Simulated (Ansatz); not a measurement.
# CsHgCl3, space group Pm-3m: cell relaxations under several functionals

Program: Ansatz's Python interface.

Notebook, run cell by cell (the value of a cell's last expression is shown):

In [1]:
```python
import warnings

import ansatz as az
from ase import Atoms
import numpy as np

KGRID = (4, 4, 4)
FMAX = 0.01
```

In [2]:
```python
def edges_and_angles(cell):
    cell = np.asarray(cell)
    a, b, c = np.linalg.norm(cell, axis=1)
    cosines = cell[1] @ cell[2] / (b * c), cell[0] @ cell[2] / (a * c), cell[0] @ cell[1] / (a * b)
    return (a, b, c, *np.degrees(np.arccos(cosines)))

warnings.simplefilter("ignore", az.DeckWarning)
```

In [3]:
```python
atoms = Atoms(
    ["Cs", "Hg", "Cl", "Cl", "Cl"],
    scaled_positions=[
        (0.0, 0.0, 0.0),
        (0.5, 0.5, 0.5),
        (0.0, 0.5, 0.5),
        (0.5, 0.0, 0.5),
        (0.5, 0.5, 0.0),
    ],
    cell=[
        (5.44, 0.0, 0.0),
        (0.0, 5.44, 0.0),
        (0.0, 0.0, 5.44),
    ],
    pbc=True,
)
cell = az.Crystal.from_ase(atoms)

calculation = (
    cell.calculation()
    .kpoints(*KGRID, center="gamma")
    .occupations(az.OccupationsMethod.COLD)
    .relax(cell=True, force_tolerance=FMAX)
)

levels = [("r2scan", "none"), ("blyp", "d3bj"), ("lda", "none")]
print("level            a       b       c    alpha   beta  gamma  V/atom  steps")
for name, dispersion in levels:
    seen = []
    run = calculation.functional(name, dispersion=dispersion).session().plan()
    done = run.execute(on_event=lambda e: seen.append(e) if e["event"] == "relax_step" else None)
    cell = done.lattice.cell_ang
    label = name if dispersion == "none" else f"{name}+{dispersion}"
    print("{:13s} {:7.4f} {:7.4f} {:7.4f} {:6.2f} {:6.2f} {:6.2f}".format(label, *edges_and_angles(cell)), f"{abs(np.linalg.det(cell)) / len(done.lattice.sites):7.3f} {len(seen):5d}")
```
```text
level            a       b       c    alpha   beta  gamma  V/atom  steps
r2scan         5.3242  5.3242  5.3242  90.00  90.00  90.00  30.185     5
blyp+d3bj      5.3657  5.3657  5.3657  90.00  90.00  90.00  30.897     4
lda            5.1810  5.1810  5.1810  90.00  90.00  90.00  27.814     5
```

From smallest to largest: LDA (27.81 Å³ an atom, -13.6 % against the start), r2SCAN (30.19 Å³ an atom, -6.3 % against the start) and BLYP+D3BJ (30.90 Å³ an atom, -4.0 % against the start). The spread is 11.1 % in volume.

Notes:
- Forces vanish by symmetry, so the ions can't move, and the end may be a saddle.
- BLYP and dispersion corrections can be off by several per cent in the lattices of metals, and by several GPa in the pressure at a fixed cell.
- The mesh is modest for a metal, so energies can be off by several to tens of meV an atom and pressures by half a GPa or more; differences at equal mesh fare better.
- Spin-orbit coupling, which matters for elements this heavy, is left out.
- The starting cell is as deposited in a crystallographic database; the results hold for this polymorph, which needn't be the stable one.
- Timing: 58 s on 1 thread of Arm Neoverse V2, with other jobs on the host, peak memory 0.78 GiB.
